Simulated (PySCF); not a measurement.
# [YbH2]+: other functionals and bases at one geometry

The task here is to estimate one member of a computed series from the others.

Program: PySCF 2.14.0. Level of theory: several levels, as the steps say, no spin–orbit coupling. These are calculated values, not measurements.

1 further run of the same task is left out (for a known fault of the program).

## The system as given

3 atoms, charge 1, spin multiplicity 1.

Bond lengths: Yb1–H2 1.872 Å, Yb1–H3 1.872 Å. Angles: H2–Yb1–H3 104.6°.

As a file:

```xyz
3

Yb    0.0000    0.0000   -0.1913
H     1.4807    0.0000    0.9538
H    -1.4807    0.0000    0.9538
```

Formal oxidation states: Yb +3. Each metal's 13 4f electrons lie in its core potential, so multiplicities, spins and levels count the valence alone. An earlier session relaxed this geometry at PBE0, Yb lcecp-1-SVP with ECP59, H def2-SVP (singlet, point group C2v).

At PBE0 on the finer grid: E = -40.264353 Eh, HOMO -12.94 eV, LUMO -8.02 eV, Mulliken charge on Yb1 +1.18 e, largest force component 0.002 eV/Å. 

Levels to run: PBE; HF; PBE0, TZVP. Hardware: 2 threads of Arm Neoverse V1, shared host.

Set-up of the first run:

Input file run.py (the lines that set the calculation):

```python
mol = gto.M(atom='''
Yb     0.00000     0.00000    -0.19133
H      1.48070     0.00000     0.95376
H     -1.48070     0.00000     0.95376''',
    basis={'Yb': 'lcecp-1-SVP', 'H': 'def2-SVP'},
    ecp={'Yb': 'lcecp-1-SVP'},
    charge=1, spin=0)
mf = dft.RKS(mol, xc='PBE')
mf.grids.atom_grid = (75, 302)  # f atoms: unpruned, at least (60, 302)
mf = mf.density_fit()  # fitting sets: Yb AutoAux, H def2-universal-JKFIT
mf.conv_tol = 1e-08; mf.max_cycle = 55
mf.kernel(dm0)  # dm0: the density of the relaxed state
```

The run is started by

```bash
$ OMP_NUM_THREADS=2 python run.py
```

Steps of the session up to this table: PBE; HF; PBE0, TZVP.

One of the session's tables, all rows but one given; the rest of the session is left out.

| level | HOMO (eV) | gap (eV) | charge on Yb1 (e) | dipole (D) | largest force component (eV/Å) |
| --- | --- | --- | --- | --- | --- |
| PBE0 (relaxed here) | -12.94 | 4.92 | 1.18 | 4.29 | 0.00 |
| PBE | ? | ? | ? | ? | ? |
| HF | -15.68 | 10.16 | 1.43 | 5.44 | 0.24 |
| PBE0, TZVP | -12.93 | 4.93 | 1.24 | 4.37 | 0.08 |

**Question.** Estimate the row for PBE.

**Answer.** HOMO (eV): -11.82; gap (eV): 2.87; charge on Yb1 (e): 1.09; dipole (D): 3.85; largest force component (eV/Å): 0.21. In the column «HOMO (eV)» it is the highest.

The dipole of a charged species depends on the origin, so these sizes hold for this origin alone.

In one basis the HOMO–LUMO gap runs from 2.87 eV (PBE) to 10.16 eV (HF). The largest leftover force, 0.24 eV/Å with HF, stands at a geometry relaxed at another level. With 4f in the core, its levels are missing from HOMO and gap, and its count is fixed, so no charge can pass from the ligands into it. Total energies of different levels can't be compared.
